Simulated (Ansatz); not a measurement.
# ZnCd2Te2: the cost of one run

Computed with Ansatz 0.2.0 (DFT PBE, scalar-relativistic, plane waves, PAW, unless a step's input says otherwise).

The COD entry's cell or inner coordinates are ideal or old and differ from later refinements, so a difference from it is no clean test against experiment.

11 further runs of the same task are left out: 2 that didn't finish, 9 set aside as unsound or not needed. Runs told in other sessions of the task aren't counted.

## 1. The system as given

It takes space group F-43m (No. 216, cubic). Conventional cell: a = 6.618 Å, b = 6.618 Å, c = 6.618 Å, α = 90.00°, β = 90.00°, γ = 90.00°. Cd (site symmetry -43m) has 4 Te at 2.87 Å in its first shell of neighbours. Around Te (site symmetry -43m) lie 4 Cd at 2.87 Å.

As a file:

```cif
data_structure
_symmetry_space_group_name_H-M 'P 1'
_symmetry_Int_Tables_number 1
_cell_length_a 4.6795
_cell_length_b 4.6795
_cell_length_c 4.6795
_cell_angle_alpha 60.000
_cell_angle_beta 60.000
_cell_angle_gamma 60.000
_cell_volume 72.46
loop_
_atom_site_label
_atom_site_type_symbol
_atom_site_fract_x
_atom_site_fract_y
_atom_site_fract_z
_atom_site_occupancy
Cd1 Cd 0.00000 0.00000 0.00000 1
Te1 Te 0.75000 0.75000 0.75000 1
```

It is the result of an earlier relaxation at this level (volume 36.23 Å³/atom; gap on the mesh: 0.58 eV).

## 3. Plan of the scan

Atoms count from 1 in the order of the input.

Zn is moved over the surface cell; relaxed at each place: the height of the adsorbate's atoms; substrate rigid; the origin of the map has the adsorbate above Cd4.

- position of Zn5 along the first surface vector, from above Cd4: 9 values from 0.000 to 0.889, periodic
- position of Zn5 along the second surface vector, from above Cd4: 9 values from 0.000 to 0.889, periodic

Relaxed at each point: the height of the adsorbate's atoms; substrate rigid. Points are written as (first, second).

The two vectors of the plane (Å): (4.679, 0.000, 0.000); (-2.340, 4.053, 0.000).

(The set-up runs are not shown.)

## 4. The run at (0/9, 0/9) of the map's two axes

input.yaml

```yaml
crystal:
  lattice:
    - [4.6794578583, 0.0, 0.0]
    - [-2.3397289292, 4.0525293813, 0.0]
    - [0.0, 0.0, 20.080728086]
  atoms:
    - { symbol: Te, position: [0.0, 0.0, 0.1991959646] }
    - { symbol: Cd, position: [0.3333333333, 0.6666666667, 0.2467634796] }
    - { symbol: Te, position: [0.3333333333, 0.6666666667, 0.4037116126] }
    - { symbol: Cd, position: [0.6666666667, 0.3333333333, 0.4273116019] }
    - { symbol: Zn, position: [0.6666666667, 0.3333333333, 0.5597769183] }
basis:
  ecutwfc: 420
kpoints:
  mp_grid: { grid: [6, 6, 1] }
hamiltonian:
  xc: pbe
  pseudopotentials: { kind: paw, azcp: { folder: soft_1 } }
scf:
  occupations: { method: gaussian, width: 0.05 }
output:
  forces: true
  eigenvalues: true
relax:
  adjacent_minimum: "off"
  f_tol: 0.025
  max_steps: 16
  constraints: [{ sites: [0, 1, 2, 3] }, { sites: [4], fix: xy }]
efield:
  axis: 3
  dipole_correction: true
  ramp_width: 0.04
```

Launch:

```bash
$ ansatz run input.yaml --threads 1 --pin off --max-ram 3072MiB --backend cpu --events-out ev --progress --plain --runs-dir out
```

What time and memory should one allow on 1 thread of Intel Xeon Platinum 8259CL at 2.50GHz (Skylake/Cascade Lake), shared host?

About 46 s, with a peak of 0.64 GiB.
